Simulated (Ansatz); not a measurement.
# CH7AlBFSi: a ladder of functionals and wavefunction methods

The task here is to estimate one member of a computed series from the others.

Method: functionals in def2-TZVPP, the program's frozen cores in correlated methods; program: Ansatz 0.2.0, Gaussian basis.

The runs, in order: PBE-D4, r2SCAN-D4, PBE0-D4, B3LYP-D4, ωB97X-V, ωB97M-V, B2PLYP; CCSD(T)/def2-TZVPP; MP2/def2-QZVPP; extrapolation to the limit.

## The relaxed structure

The geometry comes from an earlier relaxation with PBE0-D4 in a triple-zeta def2 set; it is a stationary point, not always the lowest conformer.

12 atoms, charge 0, spin multiplicity 1.

Atoms are counted from 1 here; the program's logs count them from 0.

Bond lengths: B1–C2 1.469 Å, B1–Al4 2.252 Å, B1–H6 1.190 Å, B1–H7 1.242 Å, C2–F3 1.381 Å, C2–Al4 2.123 Å, C2–Si5 1.894 Å, Al4–H8 1.579 Å, Al4–H9 1.580 Å, Si5–H10 1.486 Å, Si5–H11 1.482 Å, Si5–H12 1.485 Å. Angles: C2–B1–Al4 65.7°, C2–B1–H6 128.4°, C2–B1–H7 112.3°, Al4–B1–H6 125.9°, Al4–B1–H7 66.1°, H6–B1–H7 117.8°, B1–C2–F3 119.7°, B1–C2–Al4 75.2°, B1–C2–Si5 125.3°, F3–C2–Al4 121.8°, F3–C2–Si5 109.3°, Al4–C2–Si5 99.4°, B1–Al4–C2 39.1°, B1–Al4–H8 124.8°, B1–Al4–H9 105.9°, C2–Al4–H8 110.7°, C2–Al4–H9 124.2°, H8–Al4–H9 123.9° and more.

Set-up of the first run:

Input file in.yaml:

```yaml
crystal:
  periodic: [false, false, false]
  atoms:
    - {symbol: B, position_ang: [-1.031333, 1.173644, 0.085011]}
    - {symbol: C, position_ang: [0.361937, 0.720904, -0.021322]}
    - {symbol: F, position_ang: [1.328049, 1.585544, -0.497708]}
    - {symbol: Al, position_ang: [-0.725784, -0.564784, -1.313277]}
    - {symbol: Si, position_ang: [1.178646, -0.576815, 1.090882]}
    - {symbol: H, position_ang: [-1.489496, 2.231717, -0.208240]}
    - {symbol: H, position_ang: [-1.820043, 0.232278, 0.271217]}
    - {symbol: H, position_ang: [-0.575355, -2.069775, -0.860492]}
    - {symbol: H, position_ang: [-1.342537, -0.119295, -2.697613]}
    - {symbol: H, position_ang: [2.136615, -1.428687, 0.339395]}
    - {symbol: H, position_ang: [0.132582, -1.419822, 1.716706]}
    - {symbol: H, position_ang: [1.923722, 0.179790, 2.129239]}
basis:
  gaussian: {orbitals: def2-TZVPP}
hamiltonian: {xc: pbe, dispersion: d4}
output: {forces: true, orbitals: {seedname: orbitals}}
```

Launch:

```sh
> ansatz run in.yaml --threads 4 --pin off --events-out ev --progress --plain --max-ram 10444MiB
```

Steps of the session up to this table: PBE-D4 (GGA); r2SCAN-D4 (meta-GGA); PBE0-D4 (hybrid); B3LYP-D4 (hybrid); ωB97X-V (range-separated); ωB97M-V (range-separated); B2PLYP (double hybrid); CCSD(T) in def2-TZVPP; MP2 in def2-QZVPP.

One table of the session follows, with a row left open; its other results are not shown here.

```
            method  atomisation energy (kJ/mol)
            PBE-D4                       3843.0
         r2SCAN-D4                       3838.3
           PBE0-D4                       3798.0
          B3LYP-D4                            ?
           ωB97X-V                       3832.9
           ωB97M-V                       3828.5
            B2PLYP                       3758.2
     HF/def2-TZVPP                       2853.6
    MP2/def2-TZVPP                       3742.9
   CCSD/def2-TZVPP                       3661.2
CCSD(T)/def2-TZVPP                       3711.3
           MP2/CBS                       3836.4
       CCSD(T)/CBS                       3804.8
```

Estimate the missing values for B3LYP-D4.

The run gave: atomisation energy (kJ/mol): 3809.9. In the column «atomisation energy (kJ/mol)» it lies between CCSD(T)/CBS (3804.8) and ωB97M-V (3828.5).

Limits of these values: Free atoms (1 B, 1 C, 1 F, 1 Al, 1 Si, 7 H) were run apart at each level; the atomisation energy is their sum less the molecule, without zero-point or spin-orbit terms.
